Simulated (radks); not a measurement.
# La³⁺ in [Kr] 4d10 5s2 5p5.5 5d0.5: an all-electron calculation

Aim: the levels, the sizes of the orbitals and the parts of the energy of the lanthanum ion La3+.

The numbers are computed with radks (a radial shooting solver on a logarithmic mesh, Libxc functionals) version 1 (scalar-relativistic Kohn-Sham, SCAN, spin-polarised, spherical densities, finite nucleus; open shells are filled with parallel spins first), except any that are marked as measured or tabulated.

### Step 1. What is computed

```
element            : lanthanum (Z = 57)
charge             : +3
electrons          : 54
configuration      : [Kr] 4d10 5s2 5p5.5 5d0.5
nuclear rms radius : 4.855 fm
```

### Step 2. Self-consistent calculation

The run's settings:

```text
Z 57
configuration [Kr] 4d10 5s2 5p5.5 5d0.5
relativity scalar-relativistic
functional scan,scan
spin polarised
nucleus finite rms 4.855 fm
c 137.035999084
```

Q: Predict the outcome of this run.

As calculated:

| quantity | value |
| --- | --- |
| total energy | -8492.7689 hartree |
| exchange-correlation share of it | 2.40 % |
| −T/E | 1.0578 |
| highest occupied level | 5d up, -23.801 eV |
| most extended occupied level | 5d up, <r> = 2.34 bohr |
| radius at density 0.001 e/bohr³ | 3.60 bohr |
| maxima of the radial density | 4 |

**Reading.** The radial density shows 4 maxima for 5 occupied principal shells; where shells overlap, one shows as a shoulder or not at all. Relativity lifts −T/E to 1.058. This is not the tabulated ground configuration, so its levels and sizes aren't those of the ground state, and no measured value stands beside it.
